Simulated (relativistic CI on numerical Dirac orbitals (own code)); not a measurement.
# Tl²⁵⁺: how the levels respond to the fine-structure constant and the nuclear radius

Aim: the factor q = dE/dx of each excitation energy, x = (α/α0)² − 1, by finite differences, and the field-shift factor by the mean square nuclear radius, for the lowest 30 levels.

Program: relativistic CI on numerical Dirac orbitals (own code) version 2. Level of theory: Dirac-Coulomb-Breit CI, KLI orbitals optimised for each configuration, derivatives by finite differences. These are calculated values, not measurements, unless marked.

**1. The atom as given**

```
ion                 : Tl²⁵⁺ (Tl XXVI)
nuclear charge      : 81
electrons           : 56
isotope             : A = 205
first configuration : [Kr] 4d10 4f10
```

Outer shells as boxes (Hund's rule):

[Kr] 4d10 4f10
```
[Kr] core
4d [↑↓][↑↓][↑↓][↑↓][↑↓]
4f [↑↓][↑↓][↑↓][↑ ][↑ ][↑ ][↑ ]
```

**2. Levels and derivatives**

Input settings:

```ini
atom Tl  Z=81  charge=25  electrons=56
nucleus A=205  rms_radius_fm=5.4759
hamiltonian dirac-coulomb  breit=on  qed=off  c_scale=1
orbitals kli  potential=per-configuration
slater_scale 1
correlation none
mixing on
configurations
  [Kr] 4d10 4f10
  [Kr] 4d10 4f9 5s
  [Kr] 4d10 4f8 5s2
  [Ar] 3d10 4s 4p6 4d10 4f11
  [Ar] 3d10 4p6 4d10 4f12
end
derivatives alpha2 +-0.01 radius +-1%
```

Before running it: what results should come out? Wanted: lowest level; largest q in size, lowest 30 levels; largest K in size within the lowest configuration; largest field-shift factor among them.

The runs gave:

| quantity | value |
| --- | --- |
| lowest level | 4f10 5I8 |
| largest q in size, lowest 30 levels | 63720 cm⁻¹ (4f10 [4f5/2^4 4f7/2^6] J=8) |
| largest K in size within the lowest configuration | 2.16 (4f10 5I7) |
| largest field-shift factor among them | 4.9 GHz/fm² (4f10 [4f5/2^4 4f7/2^6] J=8) |

In words: Among these levels the largest q belongs to 4f10 [4f5/2^4 4f7/2^6] J=8, within the lowest configuration. The fine-structure partner 5I7 has K = 2.16, close to the 2 of an interval that scales as α². K = 2q/E, the relative sensitivity of a level, hangs on the computed energy: between configurations that lie close it can be off by a factor of several.
